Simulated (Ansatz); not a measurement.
# AlFH3NO: vertical spin-state energies, by script

Wanted for AlFH3NO: vertical spin-state energies.

Program: the Python package of Ansatz 0.2.0. Level of theory: MP2/def2-SVPD. These are calculated values, not measurements.

**1. The structure**

Bond lengths: N1–Al2 1.860 Å, Al2–O3 1.802 Å, Al2–F4 1.735 Å, N1–H5 1.079 Å, N1–H6 1.104 Å, O3–H7 1.008 Å. Angles: N1–Al2–O3 118.8°, N1–Al2–F4 122.5°, O3–Al2–F4 118.7°, Al2–N1–H5 109.2°, Al2–N1–H6 108.3°, H5–N1–H6 102.6°, Al2–O3–H7 107.8°.

The script holds or builds the structure itself.

**2. The script**

The input, spin_alfh3no.py:

```python
"""Gap between spin states of AlFH3NO at one geometry."""

import ansatz as az
from ase import Atoms

atoms = Atoms(["N", "Al", "O", "F", "H", "H", "H"], positions=[
    (-0.3503, 1.1887, -0.573),
    (-0.0616, -0.4068, 0.3377),
    (1.5738, -0.7326, 1.0218),
    (-1.2949, -1.6142, 0.5164),
    (-0.7302, 0.9704, -1.5585),
    (-1.1982, 1.7112, -0.0974),
    (2.1226, -1.1848, 0.3073),
])
system = az.Crystal.molecule_from_ase(atoms)

base = (
    system.calculation()
    .basis(gaussian="def2-SVPD")
    .correlation("mp2")
)
found = {}
for unpaired in [0, 2]:
    rep = base.spin("collinear", total=unpaired).run(threads=1).report
    s = unpaired / 2
    found[unpaired] = rep["free_energy_ev"]
    print(f"2S+1 = {unpaired + 1}: E = {found[unpaired]:.5f} eV, <S^2> = {abs(rep['mean_field']['state']['spin_squared']):.3f} (pure state {s * (s + 1):.2f})")
lowest = min(found, key=found.get)
for unpaired, e in found.items():
    print(f"multiplicity {unpaired + 1}: {(e - found[lowest]):.3f} eV above the lowest")
```

**3. What the engine is handed**

The engine receives this input (first run):

```yaml
crystal:
  periodic: [false, false, false]
  atoms:
    - { symbol: "N", position_ang: [-0.3503, 1.1887, -0.573] }
    - { symbol: Al, position_ang: [-0.0616, -0.4068, 0.3377] }
    - { symbol: O, position_ang: [1.5738, -0.7326, 1.0218] }
    - { symbol: F, position_ang: [-1.2949, -1.6142, 0.5164] }
    - { symbol: H, position_ang: [-0.7302, 0.9704, -1.5585] }
    - { symbol: H, position_ang: [-1.1982, 1.7112, -0.0974] }
    - { symbol: H, position_ang: [2.1226, -1.1848, 0.3073] }
basis:
  gaussian:
    orbitals: def2-SVPD
magnetization:
  spin_polarized: true
  initial_magnetization: 0.0
correlation:
  method: mp2
```

**4. The run**

Run with:

```bash
python spin_alfh3no.py
```

The log of the run:

```text
2S+1 = 1: E = -12870.07175 eV, <S^2> = 0.000 (pure state 0.00)
2S+1 = 3: E = -12864.64249 eV, <S^2> = 2.010 (pure state 2.00)
multiplicity 1: 0.000 eV above the lowest
multiplicity 3: 5.429 eV above the lowest
```

It took 14 s on 1 thread of Arm Neoverse V1, shared host; peak memory 0.4 GiB.

**5. Inputs of later runs**

The engine's inputs for the other runs:

Run 2, against run 1:

```diff
@@ -16 +16 @@
-  initial_magnetization: 0.0
+  initial_magnetization: 2.0
```

**6. The engine's runs**

One row for each of the 2 runs:

```tsv
run	2S+1	energy from run 1 (eV)	<S²>	iterations in all	CPU time (s)
1	1	0.0000	0.00	15	2.5
2	3	5.4293	2.01	113	11
```

**7. Outcome**

| quantity | value |
| --- | --- |
| runs compared | 2 |
| lowest | run 1 (2S+1 = 1) |
| next above it by | 5.429 eV |

What this shows: In order: multiplicity 1 (+0.00 eV) and multiplicity 3 (+5.43 eV), all at the one geometry. Reading the output:
- The geometry is a force-field or estimated start, not a minimum of this method, and the basis set is short of its limit. All parts are taken at fixed geometry, without zero-point energy.
- S² is that of the Hartree-Fock reference.
